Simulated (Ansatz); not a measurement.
# MoCl (octet): wave-function methods side by side, def2-TZVPP

An exercise on one series of results from a longer session: the logs are not shown, and one member is left open.

Computed with Ansatz 0.2.0, Gaussian basis. Level: def2-TZVPP, core rule «outside noble gas», up to 9 orbitals frozen.

To be run: UHF; ROHF; CCSD(T) on UHF.

## The system

The geometry is a PBE0/def2-TZVP stationary point (not a proven minimum) of the parent state, kept for this charge and spin. No spin-orbit coupling is included. Elements past krypton take def2 core potentials.

2 atoms, charge 0, spin multiplicity 8.

Atoms are counted from 1 here; the program's logs count them from 0.

Bond lengths: Mo1–Cl2 2.281 Å.

The first run:

in.yaml reads:

```yaml
crystal:
  periodic: [false, false, false]
  atoms:
    - {symbol: Mo, position_ang: [0.000000, 0.000000, 0.000000]}
    - {symbol: Cl, position_ang: [0.000000, 0.000000, 2.280600]}
basis:
  gaussian: {orbitals: def2-TZVPP}
magnetization: {spin_polarized: true, initial_magnetization: 7}
hamiltonian: {xc: hf}
output: {orbitals: {seedname: orbitals}}
```

Run with:

```sh
ansatz run in.yaml --threads 1 --pin off --events-out ev --progress --plain --max-ram 4096MiB --backend cpu
```

Among the steps run: UHF; ROHF; CCSD(T) on UHF.

One of the session's tables, all rows but one given; the rest of the session is left out.

```
  method  from UCCSD(T) (kJ/mol)
    ROHF                  +789.8
     UHF                       ?
    UMP2                  +100.3
   UCCSD                   +25.8
UCCSD(T)                       0
```

**Question.** Estimate the row for UHF.

As computed: from UCCSD(T) (kJ/mol): +766.7. In the column «from UCCSD(T) (kJ/mol)» it lies between UMP2 (+100.3) and ROHF (+789.8).
